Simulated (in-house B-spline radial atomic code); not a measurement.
# Excited states and polarisability of Pm²⁵⁺ by several methods

How far do the methods of linear response differ for Pm²⁵⁺? Each gives excitation energies, polarisability and C6.

Method: linear response of a closed shell, each method with its own adiabatic kernel; spin-free one-electron X2C, finite nucleus; B-spline basis; no spin-orbit coupling, no double excitations; only terms of natural parity, (−1)^L, with L up to 3 are computed. Code: in-house B-spline radial atomic code version 1.

## 1. The system

| Quantity | Value |
| --- | --- |
| element | promethium (Z = 61) |
| charge | +25 |
| configuration | [Ar] 3d10 4s2 4p6 |
| runs | TDHF; PBE; B97-1; PBEsol; exchange-only LDA; BP86 |

The outer shells:

Pm²⁵⁺
```
[Ar] core
3d [↑↓][↑↓][↑↓][↑↓][↑↓]
4s [↑↓]
4p [↑↓][↑↓][↑↓]
```

## 2. TDHF

Settings, as recorded:

```ini
Z = 61
electrons = 36.0
configuration = [Ar] 3d10 4s2 4p6
hamiltonian = x2c
method = hf
box_radius = 4.7
rms_radius = 4.961999461404065
intervals = 65
```

Started as:

```console
python run_td.py task.json out
```

One command runs all members of the session, one after another, from task.json.

## 3. PBE

Changes to the settings of step 2:

```diff
@@ -4,3 +4,3 @@
 hamiltonian = x2c
-method = hf
+method = pbe,pbe
 box_radius = 4.7
```

## 4. B97-1

Changes to the settings of step 3:

```diff
@@ -4,3 +4,3 @@
 hamiltonian = x2c
-method = pbe,pbe
+method = b97_1
 box_radius = 4.7
```

## 5. PBEsol

Changes to the settings of step 4:

```diff
@@ -4,3 +4,3 @@
 hamiltonian = x2c
-method = b97_1
+method = pbesol
 box_radius = 4.7
```

## 6. exchange-only LDA

Changes to the settings of step 5:

```diff
@@ -4,3 +4,3 @@
 hamiltonian = x2c
-method = pbesol
+method = lda,
 box_radius = 4.7
```

## 7. BP86

Changes to the settings of step 6:

```diff
@@ -4,3 +4,3 @@
 hamiltonian = x2c
-method = lda,
+method = b88,p86
 box_radius = 4.7
```

What does the calculation give? Wanted: for each run, threshold; 4p→4d ¹P; 4p→4d ³P, Tamm-Dancoff; α; C6.

**Answer**, as computed:

| run | threshold (eV) | 4p→4d ¹P (eV) | 4p→4d ³P, Tamm-Dancoff (eV) | α (bohr³) | C6 (hartree bohr⁶) | time |
| --- | --- | --- | --- | --- | --- | --- |
| TDHF | 927.80 | 149.94 | 117.54 | 0.1350 | 0.08877 | 0.9 s |
| PBE | 908.47 | 149.80 | 118.01 | 0.1343 | 0.08798 | 0.7 s |
| B97-1 | 913.03 | 149.75 | 118.07 | 0.1344 | 0.08808 | 1 s |
| PBEsol | 908.34 | 149.84 | 118.09 | 0.1341 | 0.08778 | 0.7 s |
| exchange-only LDA | 905.91 | 149.89 | 117.83 | 0.1338 | 0.08755 | 0.6 s |
| BP86 | 908.73 | 149.93 | 118.27 | 0.1341 | 0.08781 | 0.8 s |

α runs from 0.134 (exchange-only LDA) to 0.135 bohr³ (TDHF). The semilocal functionals put the threshold at 905.91 to 908.73 eV, under Hartree-Fock's 927.80 eV, since their potential decays too fast. Spin-orbit coupling, absent here, splits and mixes these terms strongly in an ion this highly charged, so they need not match single real levels.
